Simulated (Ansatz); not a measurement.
**C2H7BSe: one species, many methods**

One table from this session's results is given with a row withheld; the runs are named, their logs left out.

The runs use Ansatz 0.2.0, Gaussian basis; functionals in def2-TZVPP, the program's frozen cores in correlated methods.

The runs, in order: PBE-D4, r2SCAN-D4, PBE0-D4, B3LYP-D4, ωB97X-V, ωB97M-V, B2PLYP; CCSD(T)/def2-TZVPP; MP2/def2-QZVPP; extrapolation to the limit.

**The geometry**

All runs share one geometry, relaxed beforehand with PBE0-D4 in a triple-zeta def2 set.

SMILES `B[Se]CC`, 11 atoms, charge 0, spin multiplicity 1.

Atoms are counted from 1 here; the program's logs count them from 0.

Bond lengths: B1–Se2 1.886 Å, B1–H5 1.194 Å, B1–H6 1.192 Å, Se2–C3 1.963 Å, C3–C4 1.512 Å, C3–H7 1.091 Å, C3–H8 1.089 Å, C4–H9 1.094 Å, C4–H10 1.092 Å, C4–H11 1.092 Å. Angles: Se2–B1–H5 120.3°, Se2–B1–H6 116.8°, H5–B1–H6 122.9°, B1–Se2–C3 101.5°, Se2–C3–C4 112.7°, Se2–C3–H7 105.3°, Se2–C3–H8 106.6°, C4–C3–H7 111.7°, C4–C3–H8 112.0°, H7–C3–H8 108.2°, C3–C4–H9 110.3°, C3–C4–H10 111.4°, C3–C4–H11 111.0°, H9–C4–H10 108.0°, H9–C4–H11 108.1°, H10–C4–H11 107.9°.

The first run:

in.yaml reads:

```yaml
crystal:
  periodic: [false, false, false]
  atoms:
    - {symbol: B, position_ang: [-0.086189, 2.089346, -0.705248]}
    - {symbol: Se, position_ang: [-0.035049, 1.310037, 1.011331]}
    - {symbol: C, position_ang: [-0.557627, -0.541282, 0.618253]}
    - {symbol: C, position_ang: [0.597498, -1.379655, 0.119150]}
    - {symbol: H, position_ang: [-0.411033, 1.438885, -1.651855]}
    - {symbol: H, position_ang: [0.211216, 3.240707, -0.782645]}
    - {symbol: H, position_ang: [-0.963313, -0.930425, 1.553148]}
    - {symbol: H, position_ang: [-1.367592, -0.487739, -0.108376]}
    - {symbol: H, position_ang: [0.271804, -2.409794, -0.053817]}
    - {symbol: H, position_ang: [1.416231, -1.401023, 0.841428]}
    - {symbol: H, position_ang: [0.989355, -0.986058, -0.820667]}
basis:
  gaussian: {orbitals: def2-TZVPP}
hamiltonian: {xc: pbe, dispersion: d4}
output: {forces: true, orbitals: {seedname: orbitals}}
```

The run is started by

```console
> ansatz run in.yaml --threads 4 --pin off --events-out ev --progress --plain --max-ram 10444MiB
```

Among the steps run: PBE-D4 (GGA); r2SCAN-D4 (meta-GGA); PBE0-D4 (hybrid); B3LYP-D4 (hybrid); ωB97X-V (range-separated); ωB97M-V (range-separated); B2PLYP (double hybrid); CCSD(T) in def2-TZVPP; MP2 in def2-QZVPP.

One table of the session follows, with a row left open; its other results are not shown here.

```
            method  atomisation energy (eV)
            PBE-D4                   41.705
         r2SCAN-D4                   41.255
           PBE0-D4                   41.256
          B3LYP-D4                   41.117
           ωB97X-V                   41.076
           ωB97M-V                   41.047
            B2PLYP                   40.672
     HF/def2-TZVPP                   31.071
    MP2/def2-TZVPP                   40.510
   CCSD/def2-TZVPP                   39.644
CCSD(T)/def2-TZVPP                        ?
           MP2/CBS                   41.379
       CCSD(T)/CBS                   41.032
```

Estimate the missing values for CCSD(T)/def2-TZVPP.

The run gave: atomisation energy (eV): 40.163. In the column «atomisation energy (eV)» it lies between CCSD/def2-TZVPP (39.644) and MP2/def2-TZVPP (40.510).

Caveats from the session: Free atoms (1 B, 1 Se, 2 C, 7 H) were run apart at each level; the atomisation energy is their sum less the molecule, without zero-point or spin-orbit terms.
